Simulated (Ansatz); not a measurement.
# doublet CHFGaN+: levels of theory compared

We compute a comparison of 5 runs (UHF/3-21G, U-r2SCAN/cc-pVDZ, U-wB97M-V/cc-pVDZ, UPBE0/cc-pVDZ, UB3LYP/6-31G*) of doublet CHFGaN+. 

The results are computed with Ansatz 0.2.0.

126 further runs of the same task are left out: 126 set aside as unsound or not needed.

**1. The structure to begin with**

The species is CHFGaN+ (5 atoms), meant as a doublet with charge +1. As SMILES of the parent species, `N#[C][GaH][F]`. Geometry: relaxed at PBE0-D4/def2-TZVP. That shape belongs to the parent species and isn't relaxed for this state.

Bond lengths: N1–C2 1.152 Å, C2–Ga3 1.931 Å, Ga3–F4 1.741 Å, Ga3–H5 1.539 Å. Angles: N1–C2–Ga3 177.5°, C2–Ga3–F4 112.3°, C2–Ga3–H5 127.5°, F4–Ga3–H5 120.2°.

**2. The energy at UHF/3-21G (run 1)**

The input, job.yaml:

```yaml
crystal:
  periodic: [false, false, false]
  atoms:
    - {symbol: N, position_ang: [1.214000, -1.657200, 1.266000]}
    - {symbol: C, position_ang: [0.641000, -0.864700, 0.656300]}
    - {symbol: Ga, position_ang: [-0.259700, 0.519000, -0.345500]}
    - {symbol: F, position_ang: [-1.724700, -0.053500, -1.092600]}
    - {symbol: H, position_ang: [0.179200, 1.982700, -0.525600]}
basis:
  gaussian:
    orbitals: 3-21G-spherical.json
hamiltonian:
  xc: hf
magnetization:
  spin_polarized: true
  initial_magnetization: 1
total_charge: 1
output: {orbitals: {seedname: orbitals}}
accuracy: high
```

The basis set 3-21G is read from a file made from the Basis Set Exchange's data (not shown).

Launch:

```
ansatz run job.yaml --threads 1 --pin off --max-ram 3480MiB --events-out events.jsonl --progress --plain --runs-dir runs
```

Standard output:

```text
Warning: RAYON_NUM_THREADS=1 ignored (pool sized by the plan → 1); use --threads N
Functional definition: HF
  name "HF"
  exchange = exact_x
  correlation = 0
967 factors; integrals over basis functions are off by at most 4.8e-9 eV
mean field evaluation 1: about -57264.7163 eV, gradient 4.2e1 eV
mean field evaluation 2: about -57264.7405 eV, gradient 4.2e1 eV
mean field evaluation 4: about -57271.9965 eV, gradient 5.4e0 eV
mean field evaluation 8: about -57272.3727 eV, gradient 1.2e0 eV
mean field evaluation 16: about -57273.2969 eV, gradient 2.0e-1 eV
mean field evaluation 32: about -57273.3054 eV, gradient 3.7e-8 eV
mean field evaluation 64: about -57273.2065 eV, gradient 1.0e0 eV
mean field evaluation 96: about -57273.2431 eV, gradient 4.6e-1 eV
mean field evaluation 128: about -57260.2277 eV, gradient 1.3e1 eV
mean field evaluation 160: about -57272.9228 eV, gradient 8.2e-1 eV
mean field evaluation 192: about -57273.1591 eV, gradient 1.2e0 eV
mean field evaluation 224: about -57270.8428 eV, gradient 2.9e1 eV
mean field evaluation 256: about -57267.9964 eV, gradient 5.6e0 eV
mean field evaluation 288: about -57266.7018 eV, gradient 3.4e0 eV
mean field evaluation 320: about -57272.5489 eV, gradient 4.9e-1 eV
mean field evaluation 352: about -57272.2834 eV, gradient 1.2e0 eV
mean field -57273.53641271 eV, -2104.7636417699 hartree, gradient 5.5e-8 eV, S^2 1.133347; 5 other end points of the search recorded, 0 dependent functions left out
reference -57273.53641271 eV, -2104.7636417699 hartree; 27, 26 occupied and 24, 25 virtual orbitals, 967 factors
Total energy: -57273.53641271 eV, -2104.7636417699 hartree
```

Wall time 5.7 s (1 thread of Arm Neoverse V2, shared host); peak memory 0.15 GiB.

**3. The energy at U-r2SCAN/cc-pVDZ (run 2)**

The input, molecule.yaml:

```yaml
crystal:
  periodic: [false, false, false]
  atoms:
    - {symbol: N, position_ang: [1.214000, -1.657200, 1.266000]}
    - {symbol: C, position_ang: [0.641000, -0.864700, 0.656300]}
    - {symbol: Ga, position_ang: [-0.259700, 0.519000, -0.345500]}
    - {symbol: F, position_ang: [-1.724700, -0.053500, -1.092600]}
    - {symbol: H, position_ang: [0.179200, 1.982700, -0.525600]}
basis:
  gaussian:
    orbitals: cc-pVDZ
total_charge: 1
magnetization:
  spin_polarized: true
  initial_magnetization: 1
hamiltonian:
  xc: r2scan
accuracy: high
output: {orbitals: {seedname: orbitals}}
```

Launch:

```
ansatz run molecule.yaml --threads 1 --pin off --max-ram 3480MiB --events-out events.jsonl --progress --plain --runs-dir runs
```

Standard output:

```text
Warning: RAYON_NUM_THREADS=1 ignored (pool sized by the plan → 1); use --threads N
Functional definition: r2SCAN
  name "r2SCAN"
  parameter k0 = 0.174
  parameter k1 = 0.065
  parameter a1 = 4.9479
  exchange = r2scan_x(k0 = k0, k1 = k1, a1 = a1)
  correlation = r2scan_c
1569 factors; integrals over basis functions are off by at most 4.4e-9 eV
mean field evaluation 1: about -57603.8856 eV, gradient 6.3e1 eV
mean field evaluation 2: about -57343.1445 eV, gradient 2.1e2 eV
mean field evaluation 4: about -57607.4925 eV, gradient 5.6e1 eV
mean field evaluation 8: about -57622.9232 eV, gradient 1.8e0 eV
mean field evaluation 16: about -57622.9613 eV, gradient 1.8e-1 eV
mean field evaluation 32: about -57622.9616 eV, gradient 2.3e-6 eV
mean field evaluation 64: about -57622.9263 eV, gradient 3.1e-1 eV
mean field -57622.96164248 eV, -2117.6047821148 hartree, gradient 5.0e-8 eV, S^2 0.761176; 8 other end points of the search recorded, 0 dependent functions left out
reference -57622.96164577 eV, -2117.6047822357 hartree; 27, 26 occupied and 47, 48 virtual orbitals, 1569 factors
Total energy: -57622.96164577 eV, -2117.6047822357 hartree
```

Wall time 34 s (1 thread of Arm Neoverse V2, shared host); peak memory 0.35 GiB.

Runs 3 to 4 aren't shown in full; the table further down has their settings and results.

**4. A single-point energy at UB3LYP/6-31G(d) (Cartesian functions) (run 5)**

The input, input.yaml:

```yaml
crystal:
  periodic: [false, false, false]
  atoms:
    - {symbol: N, position_ang: [1.214000, -1.657200, 1.266000]}
    - {symbol: C, position_ang: [0.641000, -0.864700, 0.656300]}
    - {symbol: Ga, position_ang: [-0.259700, 0.519000, -0.345500]}
    - {symbol: F, position_ang: [-1.724700, -0.053500, -1.092600]}
    - {symbol: H, position_ang: [0.179200, 1.982700, -0.525600]}
basis:
  gaussian:
    orbitals: "6-31G*"
total_charge: 1
magnetization:
  spin_polarized: true
  initial_magnetization: 1
hamiltonian:
  xc: {name: B3LYP}
accuracy: high
output:
  orbitals: {seedname: orbitals}
```

Launch:

```
ansatz run input.yaml --threads 1 --pin off --max-ram 3480MiB --events-out events.jsonl --progress --plain --runs-dir runs
```

Standard output:

```text
Warning: RAYON_NUM_THREADS=1 ignored (pool sized by the plan → 1); use --threads N
Functional definition: B3LYP
  name "B3LYP"
  parameter a0 = 0.2
  parameter ax = 0.72
  parameter ac = 0.81
  exchange = (1 - a0 - ax)*slater_x + ax*b88_x + a0*exact_x
  correlation = (1 - ac)*vwn_rpa_c + ac*lyp_c
1571 factors; integrals over basis functions are off by at most 7.4e-9 eV
mean field evaluation 1: about -57601.1979 eV, gradient 6.6e1 eV
mean field evaluation 2: about -57392.5246 eV, gradient 2.0e2 eV
mean field evaluation 4: about -57610.3622 eV, gradient 4.5e1 eV
mean field evaluation 8: about -57619.9433 eV, gradient 5.3e-1 eV
mean field evaluation 16: about -57620.0239 eV, gradient 1.6e-1 eV
mean field evaluation 32: about -57620.0251 eV, gradient 5.2e-5 eV
mean field evaluation 64: about -57619.8704 eV, gradient 5.2e0 eV
mean field -57620.02514042 eV, -2117.4968676545 hartree, gradient 8.6e-8 eV, S^2 0.763843; 6 other end points of the search recorded, 0 dependent functions left out
reference -57620.02517913 eV, -2117.4968690770 hartree; 27, 26 occupied and 55, 56 virtual orbitals, 1571 factors
Total energy: -57620.02517913 eV, -2117.4968690770 hartree
```

It took 20 s on 1 thread of Arm Neoverse V2, shared host; peak memory 0.36 GiB.

**5. All runs side by side**

```csv
run,level,Cartesian functions,energy (Eh),HOMO energy (eV),LUMO energy (eV),⟨S²⟩,wall time
1,UHF/3-21G,no,-2104.763642,-18.57,-8.78,1.133,5.7 s
2,U-r2SCAN/cc-pVDZ,no,-2117.604782,-15.88,-15.15,0.761,34 s
3,U-wB97M-V/cc-pVDZ,no,-2117.535379,-18.33,-13.08,0.768,1.9 min
4,UPBE0/cc-pVDZ,no,-2117.238138,-16.52,-14.65,0.768,20 s
5,UB3LYP/6-31G* (Cartesian functions),yes,-2117.496869,-16.33,-14.76,0.764,20 s
```

**6. Outcome**

| quantity | value |
| --- | --- |
| run 5: total energy | -2117.49687 Eh |
| run 5: HOMO energy (highest over α and β) | -16.33 eV |
| run 5: LUMO energy (lowest over α and β) | -14.76 eV |
| run 5: ⟨S²⟩ | 0.764 |

In words: Totals of different functionals can't be ranked against each other. Spin contamination of the reference: run 1 ⟨S²⟩ = 1.13. All runs together took 3.3 min, the longest 1.9 min.
